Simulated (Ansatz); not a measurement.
# Ir: the cost of one run

Computed with Ansatz 0.2.0 (DFT PBEsol, scalar-relativistic, plane waves, PAW, unless a step's input says otherwise).

3 further runs of the same task are left out: 3 set aside as unsound or not needed.

## (1) Starting point

Symmetry: P6_3/mmc, No. 194, hexagonal system. Conventional cell: a = 2.719 Å, b = 2.719 Å, c = 4.408 Å, α = 90.00°, β = 90.00°, γ = 120.00°. Ir (site symmetry -6m2) has 12 Ir at 2.71 to 2.72 Å as nearest neighbours.

Coordinates:

```xyz
8
Lattice="-2.7191 0.0000 4.4079 -2.7191 0.0000 -4.4079 2.7191 -4.7095 0.0000" Properties=species:S:1:pos:R:3 pbc="T T T"
Ir   -2.7191   -1.5698   -1.1020
Ir   -1.3595   -3.9246   -1.1020
Ir    0.0000   -1.5698   -1.1020
Ir    1.3595   -3.9246   -1.1020
Ir   -1.3595   -0.7849    1.1020
Ir    0.0000   -3.1397    1.1020
Ir   -4.0786   -0.7849    1.1020
Ir   -2.7191   -3.1397    1.1020
```

It goes back to an entry of the Materials Project, which need not be the stable form.

It is built from the cell relaxed beforehand with the same method (14.11 Å³/atom).

## (2) Zero of the scan

Input file input.yaml:

```yaml
crystal:
  lattice:
    - [-2.7190554922, 0.0, 4.4079330487]
    - [-2.7190554922, 0.0, -4.4079330487]
    - [2.7190554922, -4.7095422611, 0.0]
  atoms:
    - { symbol: Ir, position: [0.5416666667, 0.7916666667, 0.3333333333] }
    - { symbol: Ir, position: [0.5416666667, 0.7916666667, 0.8333333333] }
    - { symbol: Ir, position: [0.0416666667, 0.2916666667, 0.3333333333] }
    - { symbol: Ir, position: [0.0416666667, 0.2916666667, 0.8333333333] }
    - { symbol: Ir, position: [0.4583333333, 0.2083333333, 0.1666666667] }
    - { symbol: Ir, position: [0.4583333333, 0.2083333333, 0.6666666667] }
    - { symbol: Ir, position: [0.9583333333, 0.7083333333, 0.1666666667] }
    - { symbol: Ir, position: [0.9583333333, 0.7083333333, 0.6666666667] }
basis:
  ecutwfc: 420
kpoints:
  mp_grid: { grid: [8, 8, 8] }
hamiltonian:
  xc: pbesol
scf:
  occupations: { method: gaussian, width: 0.15 }
output:
  forces: true
  stress: true
  eigenvalues: true
  write_density: true
  write_potential: true
  elf: true
  volumetric_format: npy
```

Run with:

```
ansatz run input.yaml --threads 2 --pin off --max-ram 5120MiB --backend cpu --events-out ev --progress --plain --runs-dir out
```

**Question.** How long does this run take on 2 threads of Arm Neoverse V2, shared host, and how much memory does it need?

About 32 s, with a peak of 0.81 GiB.
